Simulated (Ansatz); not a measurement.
# Thallium, bcc under PBEsol: from relaxation to bulk modulus

What does PBEsol give for thallium in the bcc structure? We relax it, solve it on a dense k-mesh, then scale the cell to 7 volumes from 88 to 112 % of the relaxed one and try a fit of the equation of state. Spin polarisation is left out. The k-meshes are 12×12×12 for the relaxation; 19×19×19 for the dense run; 13×13×13 for the volumes.

This is Tl in the bcc structure; at room conditions it is hcp.

Method: DFT PBEsol, plane waves (420 eV) with PAW, scalar-relativistic; PBE-made PAW files, in Ansatz 0.2.0.

### 1 The starting structure

Symmetry: Im-3m, No. 229, cubic system. The conventional cell has a = 3.828 Å, b = 3.828 Å, c = 3.828 Å, α = 90.00°, β = 90.00°, γ = 90.00°. Around Tl (site symmetry m-3m) lie 8 Tl at 3.31 Å.

Coordinates:

```
CELL_PARAMETERS angstrom
-1.91378 1.91378 1.91378
1.91378 -1.91378 1.91378
1.91378 1.91378 -1.91378
ATOMIC_POSITIONS crystal
Tl 0.00000 0.00000 0.00000
```

### 2 Geometry optimisation

The input, input.yaml:

```yaml
crystal:
  lattice:
    - [-1.9137783729, 1.9137783729, 1.9137783729]
    - [1.9137783729, -1.9137783729, 1.9137783729]
    - [1.9137783729, 1.9137783729, -1.9137783729]
  atoms:
    - { symbol: Tl, position: [0.0, 0.0, 0.0] }
hamiltonian:
  xc: pbesol
  pseudopotentials:
    kind: paw
    azcp:
      Tl: "pseudopotentials/Tl.paw.azcp"
basis:
  ecutwfc: 420
  fft_grid_basis: typed
kpoints:
  mp_grid: { grid: [12, 12, 12], shift: [0, 0, 0] }
magnetization:
  spin_polarized: false
scf:
  occupations: { method: fermi_dirac, width: 0.1 }
relax:
  max_steps: 60
  f_tol: 0.01
  cell: {}
```

After this run come: Single point on a dense mesh; Volume × 0.88; Volume × 0.92; Volume × 0.96; Volume × 1.0; Volume × 1.04; Volume × 1.08; Volume × 1.12.

**Question.** What will these runs give? Wanted: space group; conventional cell; volume; shortest distance; gap on the mesh; relative to hcp; V₀, B₀, B₀′.

The runs gave:

| quantity | value |
| --- | --- |
| space group (spins left aside) | Im-3m (No. 229) |
| conventional cell | a = 3.853 Å |
| volume | 28.601 Å³/atom |
| shortest distance | 3.337 Å |
| gap on the mesh | none (levels filled in part) |
| relative to hcp | +5 meV/atom |
| V₀, B₀, B₀′ | 28.593 Å³/atom, 36 GPa, 5.4 |

The relaxation enlarged the cell by 2.0 % in volume. It lies 5 meV/atom above the element's reference form at the same level (hcp, from a run of its own). Levels at the Fermi energy are filled in part, as in a metal. The fitted modulus is 36 GPa. Relaxation kept the symmetry; phonons were not checked.
